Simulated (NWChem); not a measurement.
**UHF/LANL2DZ run of C2H3O2 (SMILES CC([O])=O)**

Aim: the electronic atomisation energy of C2H3O2 at UHF/LANL2DZ, from 4 runs. 

Program for the calculation: NWChem 7.3.0.

1 further run of the same task is left out (it didn't finish).

### 1 The system as given

The species is C2H3O2 (7 atoms), meant as a doublet with charge 0. As SMILES, `CC([O])=O`. The shape is that of a PBE0-D4/def2-TZVP optimisation.

Bond lengths: C1–C2 1.483 Å, C2–O3 1.251 Å, C2–O4 1.249 Å, C1–H5 1.090 Å, C1–H6 1.092 Å, C1–H7 1.092 Å. Angles: C1–C2–O3 124.3°, C1–C2–O4 124.7°, O3–C2–O4 111.0°, C2–C1–H5 110.3°, C2–C1–H6 109.3°, C2–C1–H7 109.2°, H5–C1–H6 110.1°, H5–C1–H7 109.9°, H6–C1–H7 108.0°.

### 2 The energy at UHF/LANL2DZ (run 1)

File nw.xyz:

```xyz
7

C     -0.205800     0.612400    -0.181600
C      0.251400    -0.748200     0.190400
O      1.053300    -0.992800     1.119400
O     -0.108400    -1.799900    -0.380000
H     -0.923800     0.559300    -0.999400
H     -0.661900     1.090200     0.687400
H      0.656400     1.210900    -0.481900
```

File nw.nw:

```
echo
start nw
memory 2200 mb

geometry units angstroms noautosym nocenter noautoz
   load format xyz nw.xyz
end

basis spherical bse
   C library LANL2DZ
   O library LANL2DZ
   H library LANL2DZ
end

scf
   doublet
   uhf
   thresh 1e-08
   maxiter 80
   noprint "final vectors analysis"
end

task scf energy
```

On the command line:

```
$ nwchem nw.nw > nw.out
```

Log:

```text
[...]
  functions       =    42
[...]
  wavefunction    = UHF
[...]
         Total SCF energy =   -227.094150895783
      One electron energy =   -535.167951053490
      Two electron energy =    194.321905707035
 Nuclear repulsion energy =    113.751894450673
                       Sz =      0.5000
                 Sz(Sz+1) =      0.7500
                      S^2 =      0.7606
[...]
```

Wall time 23 s (1 thread of Intel Xeon Platinum 8488C (Sapphire Rapids), shared host); peak memory 0.098 GiB.

### 3 The C atom (run 2)

File mymol.nw:

```
start mymol
title "C energy"
memory 2200 mb
charge 0

geometry units angstroms noautosym nocenter noautoz
 C     0.000000    0.000000    0.000000
end

basis spherical bse
 * library LANL2DZ
end

scf
 triplet
 uhf
 thresh 1e-08
 maxiter 80
 print low
end

task scf energy
```

Run the same way, it converges to -37.68557 Eh (log not shown).

Run 3 isn't shown in full; the table further down has it.

### 4 The O atom at the same level (run 4)

File o.nw:

```
START o
TITLE "O"
memory total 2200 mb

GEOMETRY units bohr noautosym nocenter noautoz
O    0.00000000   0.00000000   0.00000000
END

BASIS spherical bse
* library LANL2DZ
END

SCF
triplet
uhf
thresh 1e-08
maxiter 80
noprint "final vectors analysis"
END

TASK scf
```

Run the same way, it converges to -74.80271 Eh (log not shown).

### 5 The series

```csv
run,partner,energy (Eh),⟨S²⟩,wall time
1,base,-227.094151,0.761,23 s
2,atoms,-37.685571,2.002,1.2 s
3,atoms,-0.497639,0.750,1.1 s
4,atoms,-74.802707,2.004,1.1 s
```

### 6 Outcome

At UHF/LANL2DZ:

| quantity | value |
| --- | --- |
| O atom: total energy | -74.80271 Eh |
| O atom: dipole moment | 0.00 D |
| O atom: ⟨S²⟩ | 2.004 |
| electronic atomisation energy | 16.998 eV |

**Reading.** Taking the molecule apart into free atoms costs 17.00 eV (1640 kJ/mol), before zero-point energy and without spin-orbit coupling. Hartree–Fock lacks the correlation of the bonding pairs, which as a rule makes this value much too low; in minimal bases other errors can mask that. The basis has no polarisation functions, which makes bonds too weak. All runs together took 27 s, the longest 23 s.
